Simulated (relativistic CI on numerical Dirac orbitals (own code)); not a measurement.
# Co⁴⁺: L2,3 absorption multiplets

Aim: the L2,3 absorption spectrum of Co⁴⁺ in 5 surroundings, from the same atomic integrals.

The numbers are computed with relativistic CI on numerical Dirac orbitals (own code) version 1 (Dirac-Coulomb-Breit CI, KLI orbitals optimised for each configuration, model QED (radiative potential, 1s self-energy scaled to tabulated hydrogen-like ionisation energies), valence Slater integrals scaled by 0.7, multiplet model of core-to-valence dipole absorption), except any that are marked as measured or tabulated.

## Step 1: What is computed

```
ion                                            : Co⁴⁺ (Co V)
nuclear charge                                 : 27
electrons                                      : 23
configurations                                 : [Ar] 3d5 → [He] 2s2 2p5 3s2 3p6 3d6
magnetising field for the dichroism, Lz and Sz : exchange field 10 meV on Sz; these come from the lowest magnetised state alone (0 K)
temperature of the isotropic spectrum          : 10 K
widths                                         : Lorentz 0.4 eV, Gauss 0.3 eV
surrounding 1                                  : free ion
surrounding 2                                  : D4h, 10Dq = 19900, Ds = -1500, Dt = 750 cm⁻¹
surrounding 3                                  : D4h, 10Dq = 19900, Ds = -860, Dt = 750 cm⁻¹
surrounding 4                                  : D4h, 10Dq = 19900, Ds = -210, Dt = 750 cm⁻¹
surrounding 5                                  : D4h, 10Dq = 19900, Ds = 430, Dt = 750 cm⁻¹
```

## Step 2: Surrounding 1: free ion

The run's settings:

```ini
atom Co  Z=27  charge=4  electrons=23
nucleus A=59  rms_radius_fm=3.7875
hamiltonian dirac-coulomb  breit=on  qed=on  c_scale=1
orbitals kli  potential=per-configuration
slater_scale 0.7
correlation none
mixing on
configurations
  [Ar] 3d5
  [He] 2s2 2p5 3s2 3p6 3d6
end
absorption L2,3 T=10 lorentz=0.4 gauss=0.3
crystal_field free
```

## Step 3: Surrounding 2: D4h, 10Dq = 19900, Ds = -1500, Dt = 750

Changes to the settings of step 2:

```diff
@@ -12,2 +12,2 @@
 absorption L2,3 T=10 lorentz=0.4 gauss=0.3
-crystal_field free
+crystal_field D4h 10Dq=19900 Ds=-1500 Dt=750
```

## Step 4: Surrounding 3: D4h, 10Dq = 19900, Ds = -860, Dt = 750

Changes to the settings of step 3:

```diff
@@ -12,2 +12,2 @@
 absorption L2,3 T=10 lorentz=0.4 gauss=0.3
-crystal_field D4h 10Dq=19900 Ds=-1500 Dt=750
+crystal_field D4h 10Dq=19900 Ds=-860 Dt=750
```

## Step 5: Surrounding 4: D4h, 10Dq = 19900, Ds = -210, Dt = 750

Changes to the settings of step 4:

```diff
@@ -12,2 +12,2 @@
 absorption L2,3 T=10 lorentz=0.4 gauss=0.3
-crystal_field D4h 10Dq=19900 Ds=-860 Dt=750
+crystal_field D4h 10Dq=19900 Ds=-210 Dt=750
```

## Step 6: Surrounding 5: D4h, 10Dq = 19900, Ds = 430, Dt = 750

Changes to the settings of step 5:

```diff
@@ -12,2 +12,2 @@
 absorption L2,3 T=10 lorentz=0.4 gauss=0.3
-crystal_field D4h 10Dq=19900 Ds=-210 Dt=750
+crystal_field D4h 10Dq=19900 Ds=430 Dt=750
```

(Steps that only read results are left out.)

What does the calculation give? Wanted: highest peak, first run; ground spin; share of the lower edge; core spin-orbit splitting.

**Answer**, as computed:

| surrounding | ground S | Lz (0 K) | Sz (0 K) | centroid (eV) | share of the lower edge | up to four highest peaks (% of the highest), eV |
| --- | --- | --- | --- | --- | --- | --- |
| 1: free | 2.50 | 0.00 | -2.50 | 790.98 | 0.755* | 786.5 (100), 787.8 (36), 801.1 (20), 803.0 (32) |
| 2: D4h | 2.50 | 0.00 | -2.50 | 790.92 | 0.758* | 784.9 (33), 787.1 (100), 788.3 (28), 802.4 (20) |
| 3: D4h | 2.50 | 0.00 | -2.50 | 790.92 | 0.758* | 784.9 (31), 786.9 (100), 788.4 (26), 802.4 (21) |
| 4: D4h | 2.50 | 0.00 | -2.50 | 790.92 | 0.758* | 784.9 (33), 787.0 (100), 788.4 (28), 802.4 (23) |
| 5: D4h | 2.50 | 0.00 | -2.50 | 790.92 | 0.758* | 784.9 (38), 787.1 (100), 788.4 (33), 802.4 (26) |

* From the broadened curve, split at its minimum between the edges.

| quantity | value |
| --- | --- |
| highest peak, first run | 786.5 eV |
| ground spin (effective S from ⟨S²⟩) | 2.50 |
| share of the lower edge | 0.755 to 0.758 |
| core spin-orbit splitting (without Breit) | 15.35 eV |

**Reading.** The lower edge takes 0.75 of the intensity in surrounding 1, above the statistical 0.67. The position of the maximum differs by up to 0.6 eV between the surroundings, by shifts of peaks or by peaks exchanging rank. Edge positions are free-ion values and differ from those in solids by a few eV or more.
